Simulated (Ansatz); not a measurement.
# C2H7Ga (built from SMILES [CH3][GaH][CH3]): search for a transition state

Wanted: the transition state of a 1,1-elimination (form C2–H3 and break Ga1–C2, Ga1–H3). The guess is relaxed with those distances held, a saddle search follows, and vibrations and two downhill relaxations check it.

The runs use Ansatz 0.2.0, Gaussian basis; PBE0-D4, def2-SVP first, then def2-TZVP.

153 further runs of the same task are left out: 1 that didn't finish, 152 set aside as unsound or not needed.

## (1) The system as given

The guess: 10 atoms, charge 0, spin multiplicity 1.

Atoms are counted from 1 here; the program's logs count them from 0.

Bond lengths: Ga1–H3 1.945 Å, C2–H5 1.097 Å, C2–H6 1.097 Å, C2–H7 1.092 Å, C4–H8 1.092 Å, C4–H9 1.097 Å, C4–H10 1.097 Å. Angles: H5–C2–H6 106.9°, H5–C2–H7 105.8°, H6–C2–H7 105.8°, H8–C4–H9 105.7°, H8–C4–H10 105.8°, H9–C4–H10 106.9°.

As a file:

```xyz
10

Ga    0.4344    0.4496    1.7602
C     0.4591    1.2857   -0.5602
H    -0.0232   -0.0164   -0.0720
C    -0.5133   -1.3385    0.3501
H    -0.0744    2.2130   -0.3173
H     1.5304    1.5217   -0.5512
H     0.2121    1.0655   -1.6008
H    -0.7959   -1.6343   -0.6624
H    -1.4221   -1.4437    0.9554
H     0.1928   -2.1025    0.6983
```

Distances that are to change: C2–H3 1.47 Å, Ga1–C2 2.47 Å, Ga1–H3 1.95 Å.

## (2) Relaxing the guess with the reacting distances held

Input file hold/in.yaml:

```yaml
crystal:
  periodic: [false, false, false]
  atoms:
    - {symbol: Ga, position_ang: [0.434400, 0.449600, 1.760200]}
    - {symbol: C, position_ang: [0.459100, 1.285700, -0.560200]}
    - {symbol: H, position_ang: [-0.023200, -0.016400, -0.072000]}
    - {symbol: C, position_ang: [-0.513300, -1.338500, 0.350100]}
    - {symbol: H, position_ang: [-0.074400, 2.213000, -0.317300]}
    - {symbol: H, position_ang: [1.530400, 1.521700, -0.551200]}
    - {symbol: H, position_ang: [0.212100, 1.065500, -1.600800]}
    - {symbol: H, position_ang: [-0.795900, -1.634300, -0.662400]}
    - {symbol: H, position_ang: [-1.422100, -1.443700, 0.955400]}
    - {symbol: H, position_ang: [0.192800, -2.102500, 0.698300]}
basis:
  gaussian: {orbitals: def2-SVP}
hamiltonian: {xc: pbe0, dispersion: d4}
relax: {f_tol: 0.04, max_steps: 150, escape_saddle: false, constraints: [{distance: [1, 2]}, {distance: [0, 1]}, {distance: [0, 2]}]}
```

Run with:

```bash
ansatz run in.yaml --threads 4 --pin off --events-out ev --progress --plain --max-ram 9574MiB
```

After this run come: A starting Hessian; Saddle search in the small basis; Saddle search in triple zeta; Vibrations at the point found; Relaxing after a step of 0.30 Å one way along the mode; Relaxing after a step of 0.30 Å the other way along the mode.

What does the calculation give? Wanted: imaginary mode; barrier from the start side; barrier from the end side; energy of the step; pairs that change; zero-point energy at the saddle.

**Answer**, as computed:

| quantity | value |
| --- | --- |
| imaginary mode | 1502i cm⁻¹ |
| barrier from the start side | 157.7 kJ/mol |
| barrier from the end side | 157.7 kJ/mol |
| energy of the step | 0.0 kJ/mol |
| pairs that change | Ga1–C4 formed, C2–H3 formed, Ga1–C2 broken, H3–C4 broken |
| zero-point energy at the saddle | 2.082 eV |

One imaginary mode, 1502i cm⁻¹, makes this a first-order saddle. The two relaxations don't end on the planned structures: the search found another step. At PBE0-D4/def2-TZVP the electronic barrier is 157.7 kJ/mol, about 64 kT at 298 K, and the step runs 0.0 kJ/mol uphill. With so stiff a mode tunnelling counts: Wigner's rough correction is a factor of 3.2 at 298 K. These are plain relaxations, not an intrinsic reaction coordinate. Lower complexes than these ends may exist.
